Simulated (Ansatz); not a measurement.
# F4Ga2H2O2: ionisation energy by level of theory

The task here is to estimate one member of a computed series from the others.

Program: Ansatz 0.2.0, Gaussian basis. Level of theory: unrestricted cation, the program's frozen cores in correlated methods. These are calculated values, not measurements.

The runs, in order: UKS PBE-D4/def2-TZVPP; UKS r2SCAN-D4/def2-TZVPP; UKS PBE0-D4/def2-TZVPP; UKS B3LYP-D4/def2-TZVPP; UKS wB97X-V/def2-TZVPP; UKS wB97M-V/def2-TZVPP; UKS B2PLYP/def2-TZVPP; UHF-CCSD(T)/def2-TZVPP; UHF-MP2/def2-QZVPP; extrapolation to the limit; then −ε(HOMO) from the neutral's earlier runs with LDA (SPW92), PBE-D4, revPBE-D4, BLYP-D4, r2SCAN-D4, B97M-V, PBE0-D4, B3LYP-D4, r2SCANh-D4, r2SCAN0-D4, HSE06-D4, BHLYP-D4, CAM-B3LYP-D4, LC-ωPBE, ωB97X-V, ωB97M-V.

## Structure used throughout

The geometry comes from an earlier relaxation with PBE0-D4 in a triple-zeta def2 set; it is a stationary point, not always the lowest conformer.

SMILES `[F][Ga-]1([F])[OH+][Ga-]([F])([F])[OH+]1`, 10 atoms, charge 0, spin multiplicity 1.

Atoms are counted from 1 here; the program's logs count them from 0.

Bond lengths: F1–Ga2 1.738 Å, Ga2–F3 1.738 Å, Ga2–O4 1.917 Å, Ga2–O8 1.917 Å, O4–Ga5 1.917 Å, O4–H9 0.962 Å, Ga5–F6 1.738 Å, Ga5–F7 1.738 Å, Ga5–O8 1.917 Å, O8–H10 0.962 Å. Angles: F1–Ga2–F3 120.8°, F1–Ga2–O4 115.1°, F1–Ga2–O8 108.5°, F3–Ga2–O4 108.6°, F3–Ga2–O8 115.1°, O4–Ga2–O8 82.5°, Ga2–O4–Ga5 97.5°, Ga2–O4–H9 119.0°, Ga5–O4–H9 119.0°, O4–Ga5–F6 108.6°, O4–Ga5–F7 115.1°, O4–Ga5–O8 82.5°, F6–Ga5–F7 120.8°, F6–Ga5–O8 115.1°, F7–Ga5–O8 108.5°, Ga2–O8–Ga5 97.5°, Ga2–O8–H10 119.0°, Ga5–O8–H10 119.0°.

Coordinates:

```xyz
10

F     0.45771   -2.71322    0.06060
Ga    0.67397   -1.09377    0.65442
F     1.69423   -0.77614    2.02561
O    -0.93852   -0.07409    0.84353
Ga   -0.67463    1.09367   -0.65391
F    -0.45718    2.71349   -0.06155
F    -1.69331    0.77582   -2.02622
O     0.93794    0.07406   -0.84299
H    -1.15000    0.30788    1.70019
H     1.14980   -0.30772   -1.69968
```

Set-up of the first run:

in.yaml

```yaml
crystal:
  periodic: [false, false, false]
  atoms:
    - {symbol: F, position_ang: [0.457708, -2.713216, 0.060595]}
    - {symbol: Ga, position_ang: [0.673967, -1.093772, 0.654417]}
    - {symbol: F, position_ang: [1.694227, -0.776135, 2.025608]}
    - {symbol: O, position_ang: [-0.938519, -0.074092, 0.843527]}
    - {symbol: Ga, position_ang: [-0.674625, 1.093674, -0.653907]}
    - {symbol: F, position_ang: [-0.457184, 2.713494, -0.061547]}
    - {symbol: F, position_ang: [-1.693309, 0.775821, -2.026219]}
    - {symbol: O, position_ang: [0.937938, 0.074056, -0.842994]}
    - {symbol: H, position_ang: [-1.150004, 0.307879, 1.700195]}
    - {symbol: H, position_ang: [1.149801, -0.307718, -1.699676]}
basis:
  gaussian: {orbitals: def2-TZVPP}
total_charge: 1
magnetization: {spin_polarized: true, initial_magnetization: 1}
hamiltonian: {xc: pbe, dispersion: d4}
```

Run with:

```sh
$ ansatz run in.yaml --threads 2 --pin off --events-out ev --progress --plain --max-ram 22528MiB --backend cuda --devices 0, --max-vram 18GiB
```

Among the steps run: Cation, UKS PBE-D4/def2-TZVPP; Cation, UKS r2SCAN-D4/def2-TZVPP; Cation, UKS PBE0-D4/def2-TZVPP; Cation, UKS B3LYP-D4/def2-TZVPP; Cation, UKS wB97X-V/def2-TZVPP; Cation, UKS wB97M-V/def2-TZVPP; Cation, UKS B2PLYP (frozen core)/def2-TZVPP; Cation, UHF-CCSD(T)/def2-TZVPP; Cation, UHF-MP2/def2-QZVPP.

One of the session's tables, all rows but one given; the rest of the session is left out.

It belongs to the step «Ionisation energies side by side». Orbital estimates, from the neutral's runs:

| functional | −ε(HOMO) (eV) |
| --- | --- |
| LDA (SPW92) | 9.34 |
| PBE-D4 | 9.07 |
| revPBE-D4 | 8.96 |
| BLYP-D4 | 9.00 |
| r2SCAN-D4 | 9.56 |
| B97M-V | 9.66 |
| PBE0-D4 | 11.05 |
| B3LYP-D4 | 10.75 |
| r2SCANh-D4 | 10.30 |
| r2SCAN0-D4 | 11.40 |
| HSE06-D4 | 10.63 |
| BHLYP-D4 | 12.93 |
| CAM-B3LYP-D4 | 12.61 |
| LC-ωPBE | 13.94 |
| ωB97X-V | ? |
| ωB97M-V | 13.54 |

Q: Estimate the row for ωB97X-V from the others.

As computed: −ε(HOMO) (eV): 13.60. In the column «−ε(HOMO) (eV)» it lies between ωB97M-V (13.54) and LC-ωPBE (13.94).
